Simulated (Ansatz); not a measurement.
# Sc: the cost of one run

Computed with Ansatz 0.2.0 (DFT PBEsol, scalar-relativistic, plane waves, PAW, unless a step's input says otherwise).

### 1 The structure to begin with

Symmetry: P6_3/mmc, No. 194, hexagonal system. Conventional cell: a = 3.291 Å, b = 3.291 Å, c = 5.333 Å, α = 90.00°, β = 90.00°, γ = 120.00°. Sc (site symmetry -6m2) is surrounded by 12 Sc at 3.27 to 3.29 Å.

Coordinates:

```
Sc
1.0
     3.29122    0.00000    0.00000
    -1.64561    2.85028    0.00000
     0.00000    0.00000    5.33257
Sc
2
Direct
  0.33333 0.66667 0.25000
  0.66667 0.33333 0.75000
```

This is candidate A: structure listed in a database for this formula (P6_3/mmc, No. 194).

(A quick probe on a coarse mesh, which set the mesh and smearing, is not shown.)

### 3 Relaxing cell and atoms (candidate A)

File input.yaml:

```yaml
crystal:
  lattice:
    - [3.2912249515, 0.0, 0.0]
    - [-1.6456124757, 2.8502844175, 0.0]
    - [0.0, 0.0, 5.33257239]
  atoms:
    - { symbol: Sc, position: [0.33333333, 0.66666667, 0.25] }
    - { symbol: Sc, position: [0.66666667, 0.33333333, 0.75] }
basis:
  ecutwfc: 420
kpoints:
  mp_grid: { grid: [21, 21, 10] }
hamiltonian:
  xc: pbesol
scf:
  occupations: { method: gaussian, width: 0.1 }
output:
  forces: true
  stress: true
  eigenvalues: true
relax:
  adjacent_minimum: "off"
  f_tol: 0.01
  max_steps: 80
  cell: { stress_tol: 0.05 }
```

What time and memory should one allow on 1 thread of an x86-64 CPU, shared host?

About 31 s, with a peak of 0.67 GiB.
